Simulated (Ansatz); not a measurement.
# SiC with a defect (Sb on a Si site): a single-point run

The task is a single point on SiC with a defect (Sb on a Si site) that gives the gradients at the nuclei.

Computed with Ansatz 0.2.0 (DFT, PBE, plane-wave PAW, default files, scalar-relativistic, unless a step's input says otherwise).

### 1 The system as given

Symmetry: P1, No. 1, triclinic system. The conventional cell has a = 6.152 Å, b = 8.138 Å, c = 10.096 Å, α = 90.00°, β = 90.00°, γ = 100.89°. Sb (site symmetry 1) is surrounded by 4 C at 1.87 to 1.94 Å. Si (site symmetry 1) has 4 C at 1.87 to 1.94 Å as nearest neighbours. Only part of the 48 independent sites is listed.

The input asks for a charge of +1 e on the cell.

As a file:

```
Sb Si C
1.0
     6.15200    0.00000    0.00000
    -4.61400    7.99168    0.00000
     0.00000    0.00000   10.09600
Sb Si C
1 23 24
Direct
  0.16667 0.22222 0.00000
  0.16667 0.22222 0.50000
  0.16667 0.55556 0.00000
  0.16667 0.55556 0.50000
  0.16667 0.88889 0.00000
  0.16667 0.88889 0.50000
  0.66667 0.22222 0.00000
  0.66667 0.22222 0.50000
  0.66667 0.55556 0.00000
  0.66667 0.55556 0.50000
  0.66667 0.88889 0.00000
  0.66667 0.88889 0.50000
  0.33333 0.11111 0.25000
  0.33333 0.11111 0.75000
  0.33333 0.44444 0.25000
  0.33333 0.44444 0.75000
  0.33333 0.77778 0.25000
  0.33333 0.77778 0.75000
  0.83333 0.11111 0.25000
  0.83333 0.11111 0.75000
  0.83333 0.44444 0.25000
  0.83333 0.44444 0.75000
  0.83333 0.77778 0.25000
  0.83333 0.77778 0.75000
  0.16667 0.22222 0.19250
  0.16667 0.22222 0.69250
  0.16667 0.55556 0.19250
  0.16667 0.55556 0.69250
  0.16667 0.88889 0.19250
  0.16667 0.88889 0.69250
  0.66667 0.22222 0.19250
  0.66667 0.22222 0.69250
  0.66667 0.55556 0.19250
  0.66667 0.55556 0.69250
  0.66667 0.88889 0.19250
  0.66667 0.88889 0.69250
  0.33333 0.11111 0.44250
  0.33333 0.11111 0.94250
  0.33333 0.44444 0.44250
  0.33333 0.44444 0.94250
  0.33333 0.77778 0.44250
  0.33333 0.77778 0.94250
  0.83333 0.11111 0.44250
  0.83333 0.11111 0.94250
  0.83333 0.44444 0.44250
  0.83333 0.44444 0.94250
  0.83333 0.77778 0.44250
  0.83333 0.77778 0.94250
```

### 2 Input and run

Contents of input.yaml:

```yaml
crystal:
  lattice:
    - [6.152, 0.0, 0.0]
    - [-4.614, 7.991682426, 0.0]
    - [0.0, 0.0, 10.096]
  atoms:
    - { symbol: Sb, position: [0.1666666666, 0.2222222222, 0.0] }
    - { symbol: Si, position: [0.1666666666, 0.2222222222, 0.5] }
    - { symbol: Si, position: [0.1666666666, 0.5555555556, 0.0] }
    - { symbol: Si, position: [0.1666666666, 0.5555555556, 0.5] }
    - { symbol: Si, position: [0.1666666666, 0.8888888889, 0.0] }
    - { symbol: Si, position: [0.1666666666, 0.8888888889, 0.5] }
    - { symbol: Si, position: [0.6666666666, 0.2222222222, 0.0] }
    - { symbol: Si, position: [0.6666666666, 0.2222222222, 0.5] }
    - { symbol: Si, position: [0.6666666666, 0.5555555556, 0.0] }
    - { symbol: Si, position: [0.6666666666, 0.5555555556, 0.5] }
    - { symbol: Si, position: [0.6666666666, 0.8888888889, 0.0] }
    - { symbol: Si, position: [0.6666666666, 0.8888888889, 0.5] }
    - { symbol: Si, position: [0.3333333334, 0.1111111111, 0.25] }
    - { symbol: Si, position: [0.3333333334, 0.1111111111, 0.75] }
    - { symbol: Si, position: [0.3333333334, 0.4444444444, 0.25] }
    - { symbol: Si, position: [0.3333333334, 0.4444444444, 0.75] }
    - { symbol: Si, position: [0.3333333334, 0.7777777778, 0.25] }
    - { symbol: Si, position: [0.3333333334, 0.7777777778, 0.75] }
    - { symbol: Si, position: [0.8333333334, 0.1111111111, 0.25] }
    - { symbol: Si, position: [0.8333333334, 0.1111111111, 0.75] }
    - { symbol: Si, position: [0.8333333334, 0.4444444444, 0.25] }
    - { symbol: Si, position: [0.8333333334, 0.4444444444, 0.75] }
    - { symbol: Si, position: [0.8333333334, 0.7777777778, 0.25] }
    - { symbol: Si, position: [0.8333333334, 0.7777777778, 0.75] }
    - { symbol: C, position: [0.1666666666, 0.2222222222, 0.1925] }
    - { symbol: C, position: [0.1666666666, 0.2222222222, 0.6925] }
    - { symbol: C, position: [0.1666666666, 0.5555555556, 0.1925] }
    - { symbol: C, position: [0.1666666666, 0.5555555556, 0.6925] }
    - { symbol: C, position: [0.1666666666, 0.8888888889, 0.1925] }
    - { symbol: C, position: [0.1666666666, 0.8888888889, 0.6925] }
    - { symbol: C, position: [0.6666666666, 0.2222222222, 0.1925] }
    - { symbol: C, position: [0.6666666666, 0.2222222222, 0.6925] }
    - { symbol: C, position: [0.6666666666, 0.5555555556, 0.1925] }
    - { symbol: C, position: [0.6666666666, 0.5555555556, 0.6925] }
    - { symbol: C, position: [0.6666666666, 0.8888888889, 0.1925] }
    - { symbol: C, position: [0.6666666666, 0.8888888889, 0.6925] }
    - { symbol: C, position: [0.3333333334, 0.1111111111, 0.4425] }
    - { symbol: C, position: [0.3333333334, 0.1111111111, 0.9425] }
    - { symbol: C, position: [0.3333333334, 0.4444444444, 0.4425] }
    - { symbol: C, position: [0.3333333334, 0.4444444444, 0.9425] }
    - { symbol: C, position: [0.3333333334, 0.7777777778, 0.4425] }
    - { symbol: C, position: [0.3333333334, 0.7777777778, 0.9425] }
    - { symbol: C, position: [0.8333333334, 0.1111111111, 0.4425] }
    - { symbol: C, position: [0.8333333334, 0.1111111111, 0.9425] }
    - { symbol: C, position: [0.8333333334, 0.4444444444, 0.4425] }
    - { symbol: C, position: [0.8333333334, 0.4444444444, 0.9425] }
    - { symbol: C, position: [0.8333333334, 0.7777777778, 0.4425] }
    - { symbol: C, position: [0.8333333334, 0.7777777778, 0.9425] }
total_charge: 1
kpoints:
  mp_grid: { grid: [1, 1, 1] }
scf:
  occupations: { method: fermi_dirac, width: 0.01 }
  max_iter: 80
hamiltonian:
  xc: pbe
  pseudopotentials: { kind: paw }
output:
  forces: true
  stress: true
  populations: true
  efg: { quadrupole_moments_barn: { Sb: -0.543 }, contact_densities: true }
```

Launch:

```bash
ansatz run input.yaml --threads 1 --pin off --max-ram 3072MiB --backend cpu --events-out ev --progress --plain --runs-dir out
```

**Question.** How will this run end, and is anything wrong with its input?

This run ends as converged, with warnings (gradients without spin orbit). It gives a largest force of 6.0 eV/Å, which is large; a structure far from rest gives such values too, whatever the setting.

The suspect setting: kpoints.mp_grid.grid is [1, 1, 1]. The zone is sampled at a single point, which suits only large cells or molecules.

The test: set kpoints.mp_grid.grid to [4, 3, 2].
